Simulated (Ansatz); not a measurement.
**CH5AlOSe: one species, many methods**

The task here is to estimate one member of a computed series from the others.

Program: Ansatz 0.2.0, Gaussian basis. Level of theory: functionals in def2-TZVPP, the program's frozen cores in correlated methods. These are calculated values, not measurements.

Levels to be run: PBE-D4, r2SCAN-D4, PBE0-D4, B3LYP-D4, ωB97X-V, ωB97M-V, B2PLYP; CCSD(T)/def2-TZVPP; MP2/def2-QZVPP; extrapolation to the limit.

## The relaxed structure

The geometry comes from an earlier relaxation with PBE0-D4 in a triple-zeta def2 set; it is a stationary point, not always the lowest conformer.

SMILES `[CH3][Al]([OH])[SeH]`, 9 atoms, charge 0, spin multiplicity 1.

Atoms are counted from 1 here; the program's logs count them from 0.

Bond lengths: C1–Al2 1.936 Å, C1–H5 1.094 Å, C1–H6 1.093 Å, C1–H7 1.093 Å, Al2–O3 1.694 Å, Al2–Se4 2.330 Å, O3–H8 0.955 Å, Se4–H9 1.469 Å. Angles: Al2–C1–H5 110.6°, Al2–C1–H6 111.7°, Al2–C1–H7 111.0°, H5–C1–H6 107.2°, H5–C1–H7 107.6°, H6–C1–H7 108.5°, C1–Al2–O3 119.5°, C1–Al2–Se4 120.0°, O3–Al2–Se4 120.5°, Al2–O3–H8 124.9°, Al2–Se4–H9 92.7°.

As a file:

```xyz
9

C     0.73376    0.99923   -1.07655
Al   -0.09232   -0.21876    0.18118
O     0.19654   -1.88256    0.04315
Se   -1.48403    0.60534    1.85775
H     0.03328    1.26091   -1.87551
H     1.03810    1.93225   -0.59562
H     1.61228    0.54628   -1.54198
H    -0.18006   -2.55088    0.61185
H    -1.76915   -0.73793    2.37864
```

The first run:

Contents of in.yaml:

```yaml
crystal:
  periodic: [false, false, false]
  atoms:
    - {symbol: C, position_ang: [0.733762, 0.999232, -1.076554]}
    - {symbol: Al, position_ang: [-0.092320, -0.218756, 0.181178]}
    - {symbol: O, position_ang: [0.196541, -1.882557, 0.043152]}
    - {symbol: Se, position_ang: [-1.484026, 0.605343, 1.857749]}
    - {symbol: H, position_ang: [0.033277, 1.260913, -1.875511]}
    - {symbol: H, position_ang: [1.038099, 1.932248, -0.595624]}
    - {symbol: H, position_ang: [1.612280, 0.546283, -1.541982]}
    - {symbol: H, position_ang: [-0.180064, -2.550879, 0.611852]}
    - {symbol: H, position_ang: [-1.769150, -0.737927, 2.378640]}
basis:
  gaussian: {orbitals: def2-TZVPP}
hamiltonian: {xc: pbe, dispersion: d4}
output: {forces: true, orbitals: {seedname: orbitals}}
```

On the command line:

```
> ansatz run in.yaml --threads 4 --pin off --events-out ev --progress --plain --max-ram 10444MiB
```

Among the steps run: PBE-D4 (GGA); r2SCAN-D4 (meta-GGA); PBE0-D4 (hybrid); B3LYP-D4 (hybrid); ωB97X-V (range-separated); ωB97M-V (range-separated); B2PLYP (double hybrid); CCSD(T) in def2-TZVPP; MP2 in def2-QZVPP.

One table of the session follows, with a row left open; its other results are not shown here.

```
            method  atomisation energy (kJ/mol)
            PBE-D4                       3170.6
         r2SCAN-D4                       3159.1
           PBE0-D4                       3121.7
          B3LYP-D4                            ?
           ωB97X-V                       3146.7
           ωB97M-V                       3142.8
            B2PLYP                       3105.1
     HF/def2-TZVPP                       2294.7
    MP2/def2-TZVPP                       3122.5
   CCSD/def2-TZVPP                       3029.2
CCSD(T)/def2-TZVPP                       3073.7
           MP2/CBS                       3211.9
       CCSD(T)/CBS                       3163.1
```

Q: Estimate the row for B3LYP-D4 from the others.

**Answer.** atomisation energy (kJ/mol): 3128.7. In the column «atomisation energy (kJ/mol)» it lies between MP2/def2-TZVPP (3122.5) and ωB97M-V (3142.8).

Limits of these values: Free atoms (1 C, 1 Al, 1 O, 1 Se, 5 H) were run apart at each level; the atomisation energy is their sum less the molecule, without zero-point or spin-orbit terms.
